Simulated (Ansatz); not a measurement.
# MoN2 (P4/mbm) in Ansatz: reference runs

Reference runs on MoN2: the cell as given and a disturbed copy.

Program: Ansatz 0.2.0. These are calculated values, not measurements. Logs are shortened: lines on timing, memory, paths and dates and some standing lists are left out, and cuts for length are marked.

## 1. The crystal as given

The structure is tetragonal, space group P4/mbm (No. 127). The conventional cell has a = 4.348 Å, b = 4.348 Å, c = 2.767 Å, α = 90.00°, β = 90.00°, γ = 90.00°. Mo (site symmetry 4/m) has 8 N at 2.24 Å as nearest neighbours. N (site symmetry m2m) has 1 N at 1.37 Å as nearest neighbours.

Measurements of this composition are mostly on another form, of space group No. 160.

## 2. Single point, PBE

Contents of input.yaml:

```yaml
crystal:
  lattice:
    - [4.348053, 0.0, 0.0]
    - [0.0, 4.348053, 0.0]
    - [0.0, 0.0, 2.76746]
  atoms:
    - { symbol: Mo, position: [0.0, 0.0, 0.0] }
    - { symbol: Mo, position: [0.5, 0.5, 0.0] }
    - { symbol: "N", position: [0.611647, 0.888353, 0.5] }
    - { symbol: "N", position: [0.388353, 0.111647, 0.5] }
    - { symbol: "N", position: [0.111647, 0.611647, 0.5] }
    - { symbol: "N", position: [0.888353, 0.388353, 0.5] }
hamiltonian:
  xc: pbe
  pseudopotentials: { kind: paw }
kpoints:
  mp_grid: { grid: [6, 6, 10] }
scf:
  occupations: { method: fermi_dirac, width: 0.05 }
output:
  forces: true
  stress: true
  eigenvalues: true
```

Potentials or basis: Ansatz PAW.

Started as:

```
> ansatz run input.yaml --threads 2 --pin off --max-ram 5120MiB --backend cpu --events-out ev --progress --plain --runs-dir out
```

The log of the run:

```text
Warning: RAYON_NUM_THREADS=2 ignored (pool sized by the plan → 2); use --threads N
Engine: ansatz 0.2.0, x86_64-unknown-linux-gnu
Pseudopotentials: kind: paw
Pseudopotential: Mo, paw, valence charge 14, recommended cutoff 420 eV (normal), Mo.paw.azcp
Pseudopotential: N, paw, valence charge 5, recommended cutoff 420 eV (normal), N.paw.azcp
Functional definition: PBE
  parameter kappa = 0.804
  parameter beta = 0.06672455060314922
  exchange = pbe_x(kappa = kappa, mu = beta*pi^2/3)
  correlation = pbe_c(beta = beta)
Crystal: 6 atoms, lattice volume = 52.320 Å³
Basis set: ecut = 420 eV, 1049 PW (Γ), exchange–correlation on 60×60×40 points (8 copies of the dense FFT grid, shifted against one another)
Bands: 30, of which v1, the nominal top of the filled ones, is band 24 counted from 1 (23 counted from 0)
Symmetry: 16 space group operations
Space group: P4/mbm (ITA 127), of the structure as read, at distance tolerance 3.7e-5 Å
k-points: 60 of 360
Non-local potential: Mo, projectors of the file, l = 0: 3, l = 1: 2, l = 2: 2, l = 3: 1
Non-local potential: N, projectors of the file, l = 0: 2, l = 1: 2, l = 2: 1
PAW form: soft (Blöchl's): semilocal exchange-correlation on the pseudo side does not see the compensation charge
PAW one-centre angular grid: Mo, 590 points (default); XC on 64 Gauss nodes
PAW one-centre angular grid: N, 110 points (default); XC on 64 Gauss nodes
Initial density: superposition of atomic densities (neutral atoms: chi_scale 0, normalization atom), corrected by the library's trained network
Initial wavefunctions: pseudopotential atomic-orbital guess
Functional: x = pbe(κ = 0.804, μ = 0.2195149727645171), c = pbe(β = 0.06672455060314922)
SCF iter   1: F=—  HF=-11447.410144 eV  |F-HF|=—  |Δ(HF+E_count)|=         —  Δρ=1.81e-2  dr2=1.99e-1  ethr=1.77e-3  ⟨swp⟩=5.7  Hψ=7594  notcnv=0
preconditioner: auto → Kerker (q_TF=auto, 2.689 Å⁻¹)  [metal: Δε(μ)=0.011 eV  Ē_g=10.029 eV  σ=0.050 eV  W_gap=0.06  n_scr=10 (ndim 8)  ℏωp=29.0 eV  f_vac=0.000  D(μ)=2.43/eV (n_scr^D=22)]
SCF iter   2: F=—  HF=-11447.384106 eV  |F-HF|=—  |Δ(HF+E_count)|=   2.60e-2  Δρ=8.59e-3  dr2=4.26e-2  ethr=4.15e-4  ⟨swp⟩=2.0  Hψ=2482  notcnv=0  defer=43
SCF iter   3: F=—  HF=-11447.377603 eV  |F-HF|=—  |Δ(HF+E_count)|=   6.50e-3  Δρ=1.78e-3  dr2=7.67e-4  ethr=8.87e-5  ⟨swp⟩=2.0  Hψ=2513  notcnv=0  defer=43
SCF iter   4: F=—  HF=-11447.377478 eV  |F-HF|=—  |Δ(HF+E_count)|=   1.25e-4  Δρ=2.71e-4  dr2=4.39e-5  ethr=1.60e-6  ⟨swp⟩=2.3  Hψ=2401  notcnv=0  defer=43
SCF iter   5: F=—  HF=-11447.377599 eV  |F-HF|=—  |Δ(HF+E_count)|=   1.21e-4  Δρ=7.53e-5  dr2=2.89e-6  ethr=9.15e-8  ⟨swp⟩=2.0  Hψ=2592  notcnv=0  defer=43
SCF iter   6: F=—  HF=-11447.377599 eV  |F-HF|=—  |Δ(HF+E_count)|=   9.27e-9  Δρ=1.40e-5  dr2=1.28e-7  ethr=6.02e-9  ⟨swp⟩=2.5  Hψ=2511  notcnv=0  defer=43
SCF iter   7: F=-11447.377599 eV  HF=-11447.377599 eV  |F-HF|=6.84e-10  |Δ(HF+E_count)|=   3.86e-9  Δρ=2.86e-6  dr2=4.59e-9  ethr=2.08e-10  ⟨swp⟩=6.2  Hψ=6332  notcnv=0
SCF 1 converged in 7 iterations: F = -11447.377599 eV  dr2 = 4.59e-9
SCF converged after 7 iterations
Free energy (F): -11447.377599 eV
Harris-Foulkes:  -11447.377599 eV  (|F-HF|=6.84e-10)
Internal energy: -11447.357831 eV  (E = F + TS)
E sigma→0 (E₀):  -11447.367715 eV
Entropy (-TS):   -0.019768 eV (-3.295 meV/atom)
Fermi energy:    18.819111 eV
--- Per-component energies (eV) ---
  E_band       = -24.728219
  E_kinetic    = 1406.378622
  E_local      = -2033.602602  (includes V_loc(G=0)·N_el)
  E_nonlocal   = 466.443488
  E_hartree    = 630.606351
  E_xc         = -607.143520
  E_vxc        = -763.724762  (∫ρ·V_xc dr)
  E_paw        = -6909.520012  (= ΣΔE_a)
  E_vpaw       = -361.435208  (= ΣTr[D̂ρ^β])
  E_aug_tail   = 0.000386  (compensation charges beyond the density's cutoff)
  E_ewald      = -4400.520544
  E_smearing   = -0.019768  (= −TS)
  E_closure    = 0.000000  (closes the sum)
  Σ components = -11447.377599   (vs F -11447.377599, Δ=0.00e0)
--- Forces (eV/Å), atoms counted from 1 ---
  atom   1  Mo     0.00000000    -0.00000000     0.00000000
  atom   2  Mo    -0.00000000     0.00000000     0.00000000
  atom   3  N      0.05042058    -0.05042058     0.00000000
  atom   4  N     -0.05042058     0.05042058     0.00000000
  atom   5  N      0.05042058     0.05042058     0.00000000
  atom   6  N     -0.05042058    -0.05042058     0.00000000
  max |Σ_I F_I| component: 1.39e-17 eV/Å
--- Stress (GPa, compression-positive) ---
       -3.395395       0.000000       0.000000
        0.000000      -3.395395       0.000000
        0.000000       0.000000      -4.696667
  P = ⅓ Tr σ = -3.8292 GPa (-38.292 kbar)
--- Band table (eV; the first three rows and the last of 60) ---
  k-point 0: bands = ["-43.2440", "-43.1852", "-17.4160", "-17.4160", "-17.0853", "-17.0853", "-17.0556", "-16.9897", "-2.5481", "-1.2274", "6.6356", "6.6356", "10.3681", "10.5924", "11.9960", "12.7833", "12.7833", "14.0326", "14.9085", "14.9101", "15.8267", "15.8267", "16.5576", "17.0179", "19.4007", "19.4007", "19.8142", "20.5085", "20.9120", "24.3414"]
  k-point 1: bands = ["-43.2341", "-43.1757", "-17.4013", "-17.4013", "-17.1528", "-17.0770", "-17.0746", "-17.0746", "-2.4381", "-1.1557", "6.5249", "6.5249", "10.4652", "10.7386", "12.3487", "12.5626", "12.5626", "13.0293", "14.1406", "15.8604", "15.8947", "15.8947", "16.6942", "17.3810", "19.6366", "19.6366", "19.9287", "20.5374", "21.0235", "24.0540"]
  k-point 2: bands = ["-43.2082", "-43.1508", "-17.4011", "-17.3627", "-17.3627", "-17.3012", "-17.0465", "-17.0465", "-2.1433", "-0.9591", "6.2394", "6.2394", "10.6834", "10.8993", "11.8953", "12.0448", "12.0448", "12.8994", "13.3077", "16.0845", "16.0845", "17.0984", "17.2120", "17.4619", "20.2388", "20.2388", "20.2638", "20.6134", "21.4218", "23.2722"]
  k-point 59: bands = ["-43.1119", "-43.1119", "-17.9298", "-17.9298", "-17.3073", "-17.3073", "-16.9411", "-16.9411", "-1.2771", "-1.2771", "6.9283", "6.9283", "10.9157", "10.9157", "11.2595", "11.2595", "13.2030", "13.2030", "13.4927", "13.4927", "13.7228", "13.7228", "17.4831", "17.4831", "21.1927", "21.1927", "22.0769", "22.0769", "22.8717", "22.8717"]
```

It took 14 s on 2 threads of Intel Xeon at 2.50GHz (Skylake/Cascade Lake), shared host; peak memory 0.38 GiB.

Results:

```
Free energy            : -11447.3776 eV
Pressure               : -3.8 GPa
Largest force          : 0.071 eV/Å
Band gap on the k mesh : none (metal or under the smearing width)
```

Forces on the atoms (eV/Å):
```
Mo   0.000  0.000  0.000
Mo   0.000  0.000  0.000
N    0.050 -0.050  0.000
N   -0.050  0.050  0.000
N    0.050  0.050  0.000
N   -0.050 -0.050  0.000
```

Stress tensor (GPa, compression positive):
```
-3.40  0.00  0.00
 0.00 -3.40  0.00
 0.00  0.00 -4.70
```

Caveat: the pressure holds a Pulay correction of +0.7 GPa for the finite cutoff.

## 3. Single point, PBE (atoms moved at random, drawn with an rms of 0.05 Å)

Contents of input.yaml:

```yaml
crystal:
  lattice:
    - [4.348053, 0.0, 0.0]
    - [0.0, 4.348053, 0.0]
    - [0.0, 0.0, 2.76746]
  atoms:
    - { symbol: Mo, position: [0.005457, 0.014411, -0.010548] }
    - { symbol: Mo, position: [0.503817, 0.503259, -0.001991] }
    - { symbol: "N", position: [0.615779, 0.885711, 0.495283] }
    - { symbol: "N", position: [0.383486, 0.115904, 0.497628] }
    - { symbol: "N", position: [0.106955, 0.613024, 0.508594] }
    - { symbol: "N", position: [0.877868, 0.3894, 0.487929] }
hamiltonian:
  xc: pbe
  pseudopotentials: { kind: paw }
kpoints:
  mp_grid: { grid: [6, 6, 10] }
scf:
  occupations: { method: fermi_dirac, width: 0.05 }
output:
  forces: true
  stress: true
  eigenvalues: true
```

Potentials or basis: Ansatz PAW.

Started as:

```
> ansatz run input.yaml --threads 2 --pin off --max-ram 5120MiB --backend cpu --events-out ev --progress --plain --runs-dir out
```

It took 38 s on 2 threads of Intel Xeon at 2.50GHz (Skylake/Cascade Lake), shared host; peak memory 0.55 GiB.

Results (log left out):

| Property | Result |
| --- | --- |
| Free energy | -11447.2593 eV |
| Pressure | -4.6 GPa |
| Largest force | 1.429 eV/Å |
| Band gap on the k mesh | none (metal or under the smearing width) |

Forces on the atoms (eV/Å):
```
Mo  -0.455 -1.148  0.071
Mo  -0.997 -0.054 -0.045
N   -0.843  0.820  0.060
N    0.810 -0.641 -0.094
N    0.321  0.360 -0.488
N    1.164  0.664  0.497
```

Stress tensor (GPa, compression positive):
```
-4.99  0.25 -0.19
 0.25 -4.51 -0.34
-0.19 -0.34 -4.28
```

Levels at points of the mesh, in eV from the Fermi level:
```tsv
k point	band 20	band 21	band 22	band 23	band 24	band 25	band 26	band 27	band 28	band 29
(0.00, 0.00, 0.00)	-3.75	-3.13	-2.88	-2.31	-1.63	0.54	0.58	1.00	1.66	2.09
(0.00, 0.00, -0.50)	-2.87	-2.18	-1.99	0.71	0.95	2.04	2.17	2.32	2.38	2.80
(0.00, -0.50, 0.00)	-4.21	-2.26	-1.98	-1.21	-1.17	-0.41	-0.28	2.07	2.29	3.11
(0.00, -0.50, -0.50)	-4.14	-2.68	-2.38	-1.15	-0.92	2.39	2.51	3.01	3.08	3.27
(-0.50, 0.00, 0.00)	-4.13	-2.17	-1.94	-1.25	-1.09	-0.60	-0.28	2.15	2.27	3.11
(-0.50, 0.00, -0.50)	-4.24	-2.48	-2.38	-1.07	-1.01	2.40	2.47	2.92	3.09	3.30
(-0.50, -0.50, 0.00)	-3.70	-1.00	-0.88	0.22	0.37	0.51	0.55	0.96	1.04	2.72
(-0.50, -0.50, -0.50)	-5.24	-5.04	-4.82	-1.33	-1.30	2.36	2.37	3.29	3.32	3.97
```

Caveat: the pressure holds a Pulay correction of +0.7 GPa for the finite cutoff.
